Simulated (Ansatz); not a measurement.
# AlH5O4: a ladder of functionals and wavefunction methods

How much do the methods differ for AlH5O4? The plan is to run it at one geometry with functionals of several rungs and with coupled cluster, and see how far each lands from CCSD(T) at the basis-set limit for the atomisation energy.

Program: Ansatz 0.2.0, Gaussian basis. Level of theory: functionals in def2-TZVPP, the program's frozen cores in correlated methods. These are calculated values, not measurements.

Levels to be run: LDA (SPW92), PBE-D4, revPBE-D4, BLYP-D4, r2SCAN-D4, B97M-V, PBE0-D4, B3LYP-D4, r2SCANh-D4, r2SCAN0-D4, HSE06-D4, BHLYP-D4, CAM-B3LYP-D4, LC-ωPBE, ωB97X-V, ωB97M-V, B2PLYP, PBE-QIDH; CCSD(T)/def2-SVP; CCSD(T)/def2-TZVPP; MP2/def2-QZVPP; extrapolation to the limit; RPA on PBE.

## (1) Structure used throughout

All runs share one geometry, relaxed beforehand with PBE0-D4 in a triple-zeta def2 set.

SMILES `[OH][Al-]([OH])([OH])[OH2+]`, 10 atoms, charge 0, spin multiplicity 1.

Atoms are counted from 1 here; the program's logs count them from 0.

Bond lengths: O1–Al2 1.720 Å, O1–H6 0.955 Å, Al2–O3 1.707 Å, Al2–O4 1.724 Å, Al2–O5 1.965 Å, O3–H7 0.955 Å, O4–H8 0.953 Å, O5–H9 0.967 Å, O5–H10 0.969 Å. Angles: Al2–O1–H6 120.6°, O1–Al2–O3 114.4°, O1–Al2–O4 119.4°, O1–Al2–O5 93.2°, O3–Al2–O4 120.7°, O3–Al2–O5 112.2°, O4–Al2–O5 88.1°, Al2–O3–H7 121.7°, Al2–O4–H8 125.3°, Al2–O5–H9 103.7°, Al2–O5–H10 102.3°, H9–O5–H10 107.8°.

## (2) LDA

This LDA is Slater exchange with PW92 correlation.

Input file in.yaml:

```yaml
crystal:
  periodic: [false, false, false]
  atoms:
    - {symbol: O, position_ang: [-1.400070, 0.801130, 0.698932]}
    - {symbol: Al, position_ang: [-0.111736, -0.245487, 0.247838]}
    - {symbol: O, position_ang: [0.782304, -0.869257, 1.561127]}
    - {symbol: O, position_ang: [-0.201844, -1.104501, -1.244418]}
    - {symbol: O, position_ang: [0.857256, 1.175121, -0.703924]}
    - {symbol: H, position_ang: [-1.701682, 0.837435, 1.604361]}
    - {symbol: H, position_ang: [1.438435, -1.552358, 1.442073]}
    - {symbol: H, position_ang: [-0.662028, -1.928281, -1.378685]}
    - {symbol: H, position_ang: [0.288057, 1.949878, -0.598352]}
    - {symbol: H, position_ang: [0.794510, 0.885120, -1.625950]}
basis:
  gaussian: {orbitals: def2-TZVPP}
hamiltonian: {xc: lda}
output: {orbitals: {seedname: orbitals}}
```

Started as:

```bash
$ ansatz run in.yaml --threads 4 --pin off --events-out ev --progress --plain --max-ram 10444MiB
```

After this run come: PBE-D4 (GGA); revPBE-D4 (GGA); BLYP-D4 (GGA); r2SCAN-D4 (meta-GGA); B97M-V (meta-GGA); B3LYP-D4 (hybrid); r2SCANh-D4 (hybrid); r2SCAN0-D4 (hybrid); HSE06-D4 (hybrid); BHLYP-D4 (hybrid); CAM-B3LYP-D4 (range-separated); LC-ωPBE (range-separated); ωB97X-V (range-separated); ωB97M-V (range-separated); B2PLYP (double hybrid); PBE-QIDH (double hybrid); CCSD(T) in def2-SVP; CCSD(T) in def2-TZVPP; MP2 in def2-QZVPP; RPA on PBE orbitals.

Before running them: what should the planned runs give, taken together? Wanted: atomisation energy, CCSD(T)/CBS; farthest beyond LDA; mean size of error, GGA; mean size of error, meta-GGA; mean size of error, hybrid; mean size of error, range-separated; mean size of error, double hybrid; gap, smallest and largest; T1 diagnostic.

**Answer**, as computed:

| quantity | value |
| --- | --- |
| atomisation energy, CCSD(T)/CBS | 929.1 kcal/mol |
| functionals within 4.6 kcal/mol (0.5 %) | PBE-D4 |
| farthest beyond LDA | BHLYP-D4 (-55.8 kcal/mol) |
| mean size of error, GGA | 15.7 kcal/mol |
| mean size of error, meta-GGA | 12.7 kcal/mol |
| mean size of error, hybrid | 30.6 kcal/mol |
| mean size of error, range-separated | 12.2 kcal/mol |
| mean size of error, double hybrid | 24.3 kcal/mol |
| gap, smallest and largest | 5.31 eV (BLYP-D4), 13.16 eV (LC-ωPBE) |
| T1 diagnostic | 0.0111 |
| triples share of the correlation energy | 3.2 % |

What this shows: The LDA atomisation energy is off by 129.2 kcal/mol (14 %): it overbinds. PBE-D4 misses by -2.6 kcal/mol. Double hybrids carry the basis error of their MP2 part in triple zeta, and no dispersion term here, so their miss is partly the set-up's. Taken by rung, range-separated functionals do best (12.2 kcal/mol on average) and hybrid ones worst beyond LDA (30.6 kcal/mol). The gap between the best rungs is small, so their order is not settled. The mean of the hybrids holds BHLYP, with half exact exchange. The reference freezes the cores and leaves out relativity and excitations past (T), so misses under about 4.6 kcal/mol can't be ranked. Hartree-Fock recovers 68 % of the binding; the rest is correlation. CCSD(T) in def2-SVP is off by -75.8 kcal/mol, worse than the median functional, from the basis alone. Orbital gaps span 5.3 to 13.2 eV; exact exchange widens them.
